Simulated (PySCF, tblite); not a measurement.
# C5H14BN: dynamics, then NMR shifts on frames, part 1 of 2

How do NMR shifts of C5H14BN (`C[N+]1(C)[BH2-]CCC1`) change as the atoms move?

The runs use tblite 0.8.0 and PySCF 2.14.0, with density-fitted response routines of our own; the level of theory stands in each step. All values are computed, except where a source is named. Atoms are numbered from 0 throughout.

## 1. The starting structure

21 atoms, charge 0, multiplicity 1; geometry from: GFN2-xTB.

Bonds of the start (Å): C0–N1 1.46, N1–C2 1.46, N1–B3 1.68, B3–C4 1.64, C4–C5 1.53, C5–C6 1.52, C6–N1 1.47, C0–H7 1.09, C0–H8 1.09, C0–H9 1.09, C2–H10 1.10, C2–H11 1.09, C2–H12 1.09, B3–H13 1.19, B3–H14 1.19, C4–H15 1.09, C4–H16 1.09, C5–H17 1.09, C5–H18 1.09, C6–H19 1.10, C6–H20 1.09.

## 2. Dynamics with GFN2-xTB

Job settings and geometry (Å):

```
{"job": {"kind": "md", "xc": "GFN2-xTB", "basis": "xTB", "temperature": 300, "steps": 2000, "every": 50, "frames": 5}, "charge": 0, "multiplicity": 1}
C      1.567986    -0.310390     1.205058
N      0.601923    -0.066676     0.140619
C      1.328367     0.154659    -1.106434
B     -0.486623    -1.328808    -0.026827
C     -1.888696    -0.512559    -0.250676
C     -1.499804     0.961482    -0.393682
C     -0.240591     1.098160     0.449449
H      2.146685    -1.201036     0.968632
H      2.247112     0.539980     1.322545
H      1.045246    -0.483388     2.142708
H      1.987343     1.025514    -1.025353
H      0.625975     0.309628    -1.919683
H      1.926279    -0.724100    -1.337176
H     -0.125382    -1.977483    -0.956942
H     -0.453749    -1.942218     0.994343
H     -2.550997    -0.619333     0.610031
H     -2.460446    -0.838499    -1.119285
H     -2.274785     1.646341    -0.043658
H     -1.290194     1.209797    -1.435986
H      0.304088     2.034239     0.278269
H     -0.518656     1.041631     1.503576
```

Level: GFN2-xTB Langevin dynamics, gas phase.

Launch:

```console
OMP_NUM_THREADS=1 python probes_run.py task.json out
```

One launch serves the whole session: the jobs run in the order shown.

Log:

```text
t/fs     T/K      E/eV
    0.0   236.0   -599.07748
   25.0   133.6   -598.59265
   50.0   208.9   -598.57546
   75.0   242.6   -598.62957
  100.0   191.6   -598.46562
  125.0   263.1   -598.57496
  150.0   380.0   -598.52938
  175.0   276.6   -598.16609
  200.0   289.1   -598.21636
  225.0   317.5   -598.14064
  250.0   294.3   -598.22606
  275.0   321.9   -598.46582
  300.0   318.7   -598.41365
  325.0   293.8   -598.45964
  350.0   293.0   -598.49962
  375.0   326.3   -598.40288
  400.0   311.3   -598.28524
  425.0   364.7   -598.51161
  450.0   252.9   -598.27721
  475.0   280.7   -598.41029
  500.0   354.2   -598.49531
  525.0   236.1   -598.35420
  550.0   257.6   -598.37185
  575.0   214.0   -598.20573
  600.0   261.8   -598.27402
  625.0   273.4   -598.35566
  650.0   304.5   -598.38487
  675.0   272.3   -598.27626
  700.0   303.3   -598.33521
  725.0   383.3   -598.40327
  750.0   446.2   -598.48147
  775.0   289.5   -598.07610
  800.0   374.0   -598.13230
  825.0   351.8   -598.10034
  850.0   424.9   -598.09249
  875.0   492.0   -598.10734
  900.0   423.8   -598.14265
  925.0   388.6   -598.20659
  950.0   323.8   -598.22808
  975.0   347.1   -598.32741
 1000.0   296.1   -598.31063
```

It took 12 s on 1 thread of Arm Neoverse V1, shared host; peak memory 0.18 GiB.

Distance from the start (root mean square after alignment): 0 fs 0.00 Å, 200 fs 0.21 Å, 400 fs 0.45 Å, 600 fs 0.29 Å, 800 fs 0.56 Å, 1000 fs 0.14 Å.

Positions (Å) and forces (eV/Å) at 1000 fs:

```xyz
21

C     1.216    1.173   -0.322    0.381    1.104    0.820
N    -0.231    1.237   -0.461   -0.835    0.785   -0.167
C    -0.530    1.133   -1.899   -2.017    3.000    0.747
B    -1.040    0.003    0.273   -0.454    0.486    0.926
C    -2.420    0.810    0.901    1.490   -0.126    0.507
C    -2.272    2.280    0.410   -1.965   -0.931   -1.859
C    -0.810    2.506    0.097    0.416   -0.858    0.122
H     1.559    0.318   -0.887    0.347    0.033   -0.078
H     1.698    2.150   -0.668   -0.457   -1.242    0.218
H     1.499    1.010    0.745   -0.270    0.195   -0.731
H    -0.118    2.069   -2.441   -0.714   -1.443    0.511
H    -1.669    1.018   -2.022    1.768    0.410   -0.004
H    -0.063    0.265   -2.154    0.992   -2.079   -1.466
H    -1.124   -0.904   -0.458   -0.574   -0.103   -0.641
H    -0.332   -0.387    1.132    0.206    0.171    0.567
H    -2.253    0.846    2.014   -0.503   -0.206   -0.916
H    -3.390    0.313    0.701    0.601    0.666    0.057
H    -2.641    3.028    1.093   -0.002    0.109    0.485
H    -2.967    2.424   -0.526    1.349   -0.255    1.177
H    -0.683    3.301   -0.642    0.271    0.168    0.305
H    -0.301    2.698    1.061   -0.029    0.116   -0.581
```

## 3. Nuclear shieldings: 250 fs, PBE0/pcSseg-1

Job settings and geometry (Å):

```
{"job": {"kind": "nmr", "xc": "PBE0", "basis": "pcSseg-1", "pop": false}, "charge": 0, "multiplicity": 1}
C      1.314200    -0.500400     1.296600
N      0.335800    -0.158200     0.217700
C      1.008200    -0.098100    -1.105200
B     -0.862100    -1.195700     0.142500
C     -2.071700    -0.298900    -0.416000
C     -1.589000     1.209200    -0.346600
C     -0.300200     1.105900     0.454300
H      1.792900    -1.421100     1.140800
H      2.082300     0.345700     1.298100
H      0.692500    -0.562200     2.174200
H      1.626900     0.809000    -1.309300
H      0.205400    -0.133000    -1.833700
H      1.741300    -0.920600    -1.253900
H     -0.652700    -2.185400    -0.504800
H     -1.060400    -1.691400     1.211100
H     -3.048800    -0.465300     0.145800
H     -2.149300    -0.597700    -1.478300
H     -2.291700     1.911500     0.094100
H     -1.333500     1.724900    -1.307100
H      0.207900     2.035800     0.308600
H     -0.612500     1.178700     1.507600
```

Method: GIAO PBE0/pcSseg-1 NMR shielding, non-relativistic, gas phase.

Log:

```text
coarse grid: 16264 points
cycle   1  E = -278.0298288565  dE =  7.192e-01  |g| = 5.163e-01  |ddm| = 3.781e+00
cycle   2  E = -278.0166032920  dE =  1.323e-02  |g| = 5.938e-01  |ddm| = 1.222e+00
cycle   3  E = -278.1061152012  dE = -8.951e-02  |g| = 5.609e-02  |ddm| = 6.425e-01
cycle   4  E = -278.1067385207  dE = -6.233e-04  |g| = 2.383e-02  |ddm| = 7.554e-02
cycle   5  E = -278.1068780569  dE = -1.395e-04  |g| = 6.266e-03  |ddm| = 2.779e-02
cycle   6  E = -278.1068862957  dE = -8.239e-06  |g| = 2.310e-03  |ddm| = 7.657e-03
final grid: 153448 points
cycle   7  E = -278.1458735269  dE = -6.526e-05  |g| = 1.114e-02  |ddm| = 4.234e-02
cycle   8  E = -278.1458517902  dE =  2.174e-05  |g| = 1.462e-02  |ddm| = 2.420e-02
cycle   9  E = -278.1459059641  dE = -5.417e-05  |g| = 1.414e-03  |ddm| = 1.387e-02
cycle  10  E = -278.1459063553  dE = -3.912e-07  |g| = 3.255e-04  |ddm| = 1.043e-03
cycle  11  E = -278.1459063754  dE = -2.008e-08  |g| = 7.106e-05  |ddm| = 2.506e-04
cycle  12  E = -278.1459063763  dE = -9.120e-10  |g| = 3.136e-05  |ddm| = 8.346e-05
converged SCF energy = -278.1459063763

GIAO shielding tensors (ppm)
atom      isotropic    diamagn.    paramagn.     s11        s22        s33       span
  0 C      127.397     247.572    -120.175     92.711    110.105    179.375     86.664
  1 N      201.777     318.417    -116.640    175.485    204.803    225.043     49.557
  2 C      134.376     248.211    -113.835     92.155    128.565    182.409     90.254
  3 B      114.987     186.944     -71.958     93.356    104.437    147.167     53.811
  4 C      169.354     250.160     -80.806    137.606    172.143    198.312     60.706
  5 C      155.784     249.611     -93.827    130.670    154.808    181.873     51.203
  6 C      128.230     247.701    -119.471     89.033    124.252    171.405     82.372
  7 H       29.374      30.962      -1.588     26.025     26.675     35.421      9.396
  8 H       27.932      28.624      -0.692     23.655     25.375     34.767     11.112
  9 H       28.820      30.385      -1.565     24.800     26.842     34.818     10.019
 10 H       29.087      30.352      -1.265     24.899     26.542     35.819     10.921
 11 H       28.370      31.098      -2.728     23.389     27.072     34.649     11.260
 12 H       28.519      29.939      -1.420     24.477     26.055     35.025     10.548
 13 H       29.095      31.620      -2.526     26.441     28.236     32.607      6.165
 14 H       29.564      31.936      -2.372     25.883     29.258     33.550      7.667
 15 H       29.159      29.186      -0.028     24.604     26.421     36.451     11.847
 16 H       29.274      30.153      -0.878     24.817     27.099     35.907     11.090
 17 H       29.726      30.382      -0.656     25.568     27.078     36.533     10.966
 18 H       29.415      30.878      -1.463     25.302     27.275     35.667     10.365
 19 H       29.562      32.570      -3.008     24.408     28.754     35.524     11.116
 20 H       28.891      31.853      -2.962     23.091     28.711     34.871     11.780
```

Wall time 25 s (1 thread of Arm Neoverse V1, shared host); peak memory 0.86 GiB.

Shifts follow as δ = σ(reference) − σ, with reference shieldings (ppm) from runs at the same level and on the same kind of geometry: ¹H TMS 31.72, ¹³C TMS 186.9, ¹⁵N NH3 267.7, ¹¹B BF3·OEt2 100.1. The references are single molecules in the gas phase, so shifts against H2O, NH3, PH3, H3PO4 or CFCl3 are not on the usual liquid scales and can be off by tens of ppm. Each atom is listed at this fixed geometry, with no averaging over motion; a spectrum would average atoms that exchange fast.

```
atoms                                               environment  σ (ppm)  δ (ppm)
   C0                                 methyl carbon bonded to N    127.4     59.5
   C6                                       sp3 CH2 bonded to N    128.2     58.7
   C2                                 methyl carbon bonded to N    134.4     52.5
   C5                                         sp3 CH2 in a ring    155.8     31.1
   C4                                       sp3 CH2 bonded to B    169.4     17.6
   H8                   hydrogen on a methyl carbon bonded to N    27.93     3.78
  H11                   hydrogen on a methyl carbon bonded to N    28.37     3.35
  H12                   hydrogen on a methyl carbon bonded to N    28.52     3.20
   H9                   hydrogen on a methyl carbon bonded to N    28.82     2.90
  H20                        hydrogen on an sp3 CH2 bonded to N    28.89     2.83
  H10                   hydrogen on a methyl carbon bonded to N    29.09     2.63
  H13  hydrogen on a boron bonded to C, N, in a 5-membered ring    29.09     2.62
  H15                        hydrogen on an sp3 CH2 bonded to B    29.16     2.56
  H16                        hydrogen on an sp3 CH2 bonded to B    29.27     2.44
   H7                   hydrogen on a methyl carbon bonded to N    29.37     2.34
  H18                          hydrogen on an sp3 CH2 in a ring    29.41     2.30
  H19                        hydrogen on an sp3 CH2 bonded to N    29.56     2.15
  H14  hydrogen on a boron bonded to C, N, in a 5-membered ring    29.56     2.15
  H17                          hydrogen on an sp3 CH2 in a ring    29.73     1.99
   N1                          donor nitrogen of a Lewis adduct    201.8     66.0
   B3           boron bonded to C, N, 2 H, in a 5-membered ring    115.0    -14.9
```

Ring of atoms N1, B3, C4, C5, C6: NICS(0) -5.4, NICS(1) -3.1, NICS(1)zz -4.6 ppm (means of both faces).

## 4. NMR shieldings: 425 fs, PBE0/pcSseg-1

Job settings and geometry (Å):

```
{"job": {"kind": "nmr", "xc": "PBE0", "basis": "pcSseg-1", "pop": false}, "charge": 0, "multiplicity": 1}
C      1.019600     0.014400     0.932800
N     -0.174300     0.061100     0.091400
C      0.155600    -0.203800    -1.279400
B     -1.468800    -0.859800     0.537400
C     -2.650400    -0.057900    -0.176800
C     -2.189900     1.373800    -0.200000
C     -0.704900     1.427000     0.189200
H      1.250800    -1.043900     0.963500
H      1.867400     0.588700     0.710600
H      0.806500     0.246200     1.985600
H      0.834900     0.560200    -1.663100
H     -0.707800    -0.149300    -1.914200
H      0.652600    -1.165200    -1.288200
H     -1.175400    -1.914300     0.060500
H     -1.445400    -0.940400     1.704400
H     -3.592600    -0.144100     0.298300
H     -2.825600    -0.465500    -1.167500
H     -2.692300     2.035000     0.460500
H     -2.319200     1.877700    -1.181200
H     -0.090100     2.091600    -0.377300
H     -0.745000     1.768200     1.278000
```

Method: GIAO PBE0/pcSseg-1 NMR shielding, non-relativistic, gas phase.

Log:

```text
coarse grid: 16264 points
cycle   1  E = -278.0364559863  dE =  9.048e-01  |g| = 5.228e-01  |ddm| = 3.829e+00
cycle   2  E = -278.0232153132  dE =  1.324e-02  |g| = 5.982e-01  |ddm| = 1.192e+00
cycle   3  E = -278.1141139448  dE = -9.090e-02  |g| = 5.779e-02  |ddm| = 6.290e-01
cycle   4  E = -278.1147674137  dE = -6.535e-04  |g| = 2.434e-02  |ddm| = 7.585e-02
cycle   5  E = -278.1149087981  dE = -1.414e-04  |g| = 6.617e-03  |ddm| = 2.790e-02
cycle   6  E = -278.1149177567  dE = -8.959e-06  |g| = 2.347e-03  |ddm| = 7.246e-03
final grid: 153448 points
cycle   7  E = -278.1542703555  dE = -7.086e-05  |g| = 1.170e-02  |ddm| = 4.172e-02
cycle   8  E = -278.1542504430  dE =  1.991e-05  |g| = 1.482e-02  |ddm| = 2.488e-02
cycle   9  E = -278.1543060092  dE = -5.557e-05  |g| = 1.311e-03  |ddm| = 1.393e-02
cycle  10  E = -278.1543063383  dE = -3.292e-07  |g| = 3.437e-04  |ddm| = 1.032e-03
cycle  11  E = -278.1543063599  dE = -2.162e-08  |g| = 7.842e-05  |ddm| = 2.422e-04
cycle  12  E = -278.1543063611  dE = -1.147e-09  |g| = 3.055e-05  |ddm| = 8.901e-05
cycle  13  E = -278.1543063613  dE = -2.287e-10  |g| = 2.798e-06  |ddm| = 2.972e-05
converged SCF energy = -278.1543063613

GIAO shielding tensors (ppm)
atom      isotropic    diamagn.    paramagn.     s11        s22        s33       span
  0 C      139.464     247.623    -108.159     99.123    127.607    191.661     92.538
  1 N      203.306     319.115    -115.809    178.279    202.218    229.422     51.144
  2 C      139.668     249.590    -109.923    101.728    132.748    184.527     82.799
  3 B      109.817     187.342     -77.525     82.020    104.210    143.221     61.201
  4 C      182.006     251.223     -69.217    162.750    180.575    202.693     39.942
  5 C      162.141     247.064     -84.923    125.936    176.884    183.603     57.667
  6 C      115.881     248.360    -132.479     75.837    104.398    167.406     91.569
  7 H       28.997      31.167      -2.170     24.262     26.226     36.502     12.240
  8 H       30.189      32.079      -1.890     26.133     27.281     37.153     11.019
  9 H       29.188      30.821      -1.633     24.911     26.786     35.867     10.956
 10 H       30.203      31.896      -1.694     26.147     27.549     36.913     10.766
 11 H       28.913      32.014      -3.101     23.791     28.491     34.456     10.665
 12 H       29.224      31.328      -2.104     25.185     26.503     35.984     10.799
 13 H       29.563      31.779      -2.216     25.807     28.725     34.156      8.348
 14 H       29.688      31.904      -2.216     25.737     29.287     34.041      8.304
 15 H       31.564      30.587       0.978     26.685     28.326     39.683     12.998
 16 H       30.904      31.647      -0.744     27.034     27.732     37.944     10.910
 17 H       30.466      30.096       0.370     25.008     28.825     37.567     12.559
 18 H       29.549      29.282       0.267     24.633     27.322     36.691     12.058
 19 H       29.713      32.592      -2.880     25.570     28.735     34.833      9.263
 20 H       27.503      30.986      -3.483     21.419     28.579     32.510     11.091
```

It took 26 s on 1 thread of Arm Neoverse V1, shared host; peak memory 0.9 GiB.

Key values: δ C6 71.0, C0 47.5, C2 47.3, C5 24.8, H20 4.21, H11 2.80 ppm.

## 5. NMR shieldings: 625 fs, PBE0/pcSseg-1

Job settings and geometry (Å):

```
{"job": {"kind": "nmr", "xc": "PBE0", "basis": "pcSseg-1", "pop": false}, "charge": 0, "multiplicity": 1}
C      1.085900     0.215900     0.843500
N     -0.211300     0.265600     0.159600
C     -0.003000    -0.219600    -1.234900
B     -1.393000    -0.828700     0.837600
C     -2.725900     0.189300     0.508200
C     -2.305400     1.567300     0.013600
C     -0.816200     1.616900     0.257800
H      1.202100    -0.847100     1.082100
H      1.823600     0.684400     0.215400
H      0.974000     0.798700     1.760000
H      0.447100     0.612200    -1.819300
H     -0.968100    -0.588600    -1.657800
H      0.651000    -1.086400    -1.028000
H     -1.374700    -1.813000     0.183000
H     -1.215400    -0.927200     1.993800
H     -3.411300     0.259000     1.326300
H     -3.321900    -0.183900    -0.301100
H     -2.848500     2.358700     0.549400
H     -2.540200     1.700200    -1.018800
H     -0.310000     2.259600    -0.448300
H     -0.515400     2.089100     1.226600
```

With the program's defaults for keys left out, this is: GIAO PBE0/pcSseg-1 NMR shielding, non-relativistic, gas phase.

Log:

```text
coarse grid: 16264 points
cycle   1  E = -278.0378591764  dE =  6.138e-01  |g| = 4.955e-01  |ddm| = 3.778e+00
cycle   2  E = -278.0215923293  dE =  1.627e-02  |g| = 5.918e-01  |ddm| = 1.168e+00
cycle   3  E = -278.1092432240  dE = -8.765e-02  |g| = 6.157e-02  |ddm| = 6.086e-01
cycle   4  E = -278.1099196718  dE = -6.764e-04  |g| = 3.102e-02  |ddm| = 8.248e-02
cycle   5  E = -278.1101365634  dE = -2.169e-04  |g| = 8.208e-03  |ddm| = 3.349e-02
cycle   6  E = -278.1101502734  dE = -1.371e-05  |g| = 2.573e-03  |ddm| = 8.695e-03
cycle   7  E = -278.1101518021  dE = -1.529e-06  |g| = 2.588e-04  |ddm| = 2.112e-03
final grid: 153448 points
cycle   8  E = -278.1508944535  dE = -6.208e-05  |g| = 8.818e-03  |ddm| = 3.923e-02
cycle   9  E = -278.1508889911  dE =  5.462e-06  |g| = 1.005e-02  |ddm| = 1.778e-02
cycle  10  E = -278.1509152670  dE = -2.628e-05  |g| = 7.362e-04  |ddm| = 9.553e-03
cycle  11  E = -278.1509153857  dE = -1.187e-07  |g| = 2.392e-04  |ddm| = 7.881e-04
cycle  12  E = -278.1509153979  dE = -1.221e-08  |g| = 6.245e-05  |ddm| = 1.951e-04
cycle  13  E = -278.1509153986  dE = -6.490e-10  |g| = 2.733e-05  |ddm| = 6.511e-05
converged SCF energy = -278.1509153986

GIAO shielding tensors (ppm)
atom      isotropic    diamagn.    paramagn.     s11        s22        s33       span
  0 C      129.048     250.013    -120.965     89.439    119.992    177.713     88.274
  1 N      193.339     322.306    -128.967    166.994    186.016    227.007     60.013
  2 C      124.692     250.831    -126.139     86.459    118.340    169.277     82.818
  3 B      100.164     187.512     -87.347     73.527     85.185    141.782     68.255
  4 C      178.157     247.064     -68.907    140.845    185.833    207.794     66.950
  5 C      160.807     248.577     -87.770    132.835    168.259    181.325     48.490
  6 C      117.653     246.702    -129.049     74.871    106.024    172.064     97.193
  7 H       27.932      30.905      -2.973     23.001     26.184     34.610     11.608
  8 H       29.295      32.085      -2.790     25.825     26.605     35.455      9.630
  9 H       29.100      31.739      -2.639     25.037     27.381     34.882      9.846
 10 H       29.083      31.464      -2.381     25.326     26.685     35.237      9.911
 11 H       27.586      30.825      -3.239     23.297     26.710     32.751      9.454
 12 H       28.165      31.697      -3.532     24.868     25.643     33.985      9.117
 13 H       28.884      31.737      -2.852     24.979     28.348     33.326      8.348
 14 H       28.874      31.437      -2.563     24.771     29.138     32.713      7.942
 15 H       31.262      30.651       0.611     26.249     28.569     38.968     12.720
 16 H       30.906      31.154      -0.248     26.441     28.351     37.925     11.484
 17 H       29.369      28.721       0.648     24.657     27.067     36.383     11.726
 18 H       30.401      31.549      -1.149     25.872     28.618     36.713     10.841
 19 H       29.532      32.299      -2.767     25.480     28.916     34.198      8.718
 20 H       28.400      31.005      -2.605     23.163     28.374     33.664     10.502
```

Run time: 25 s. Hardware: 1 thread of Arm Neoverse V1, shared host; peak memory 0.9 GiB.

Key values: δ C6 69.3, C2 62.2, C0 57.9, C5 26.1, H11 4.13, H7 3.79 ppm.

(Continued in part 2 of 2.)
